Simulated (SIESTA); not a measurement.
Crystal: LiZrO2.

```
Zr O Li
1.0
    -2.17735    2.17735    4.47522
     2.17735   -2.17735    4.47522
     2.17735    2.17735   -4.47522
Zr O Li
2 4 2
Direct
  0.75000 0.25000 0.50000
  0.00000 0.00000 0.00000
  0.00600 0.50600 0.50000
  0.49400 0.99400 0.50000
  0.74400 0.74400 0.00000
  0.25600 0.25600 0.00000
  0.25000 0.75000 0.50000
  0.50000 0.50000 0.00000
```

The cell comes from a database or a generator and needn't be the stable form of this composition.

```yaml
Program: SIESTA 5.4.2
Task: single point
Functional: PBEsol
Potentials_or_basis: PseudoDojo 0.4 standard (PBEsol files)
Basis: DZP (energy shift 0.003 Ry; two zetas on semicore shells)
Grid_cutoff: 800 Ry
Energy_shift: 0.003 Ry
k_mesh: 9 × 9 × 9
Occupations: fermi-dirac, width 0.05 eV
Spin: no spin polarisation
```

On this cell: pressure -5.0 GPa; largest force 0.104 eV/Å; band gap on the k mesh none (metal or under the smearing width).

The same run follows on a disturbed copy (atoms moved at random, drawn with an rms of 0.05 Å):

```xyz
8
Lattice="-2.1773 2.1773 4.4752 2.1773 -2.1773 4.4752 2.1773 2.1773 -4.4752" Properties=species:S:1:pos:R:3 pbc="T T T"
Zr    0.0265    2.2074    2.2263
Zr    0.0072    0.0231   -0.0006
O     2.1627   -0.0075    0.0677
O     2.1681   -0.0234    4.4131
O     0.0045    0.0057    6.6563
O     0.0184    0.0389    2.2882
Li    2.1860    0.0178    2.2323
Li   -0.0069    0.0098    4.4637
```

Question: What does the disturbed cell give?

Answer: The energy (extrapolated to zero smearing) moves by +3.6 meV/atom; pressure -5.1 GPa; largest force 0.537 eV/Å; band gap on the k mesh none (metal or under the smearing width).

Forces in eV/Å, atoms in the order of the input:
```
Zr  -0.350 -0.122  0.154
Zr  -0.192 -0.453  0.017
O    0.251  0.105 -0.320
O    0.089  0.510  0.143
O    0.188  0.092  0.100
O   -0.043 -0.179 -0.109
Li   0.008  0.022  0.002
Li   0.050  0.024  0.013
```

Stress tensor (GPa, compression positive):
```
-5.14 -0.03  0.02
-0.03 -4.71 -0.02
 0.02 -0.02 -5.31
```

Caveats: the basis of atomic orbitals isn't converged, which shifts pressures, moduli and gaps.
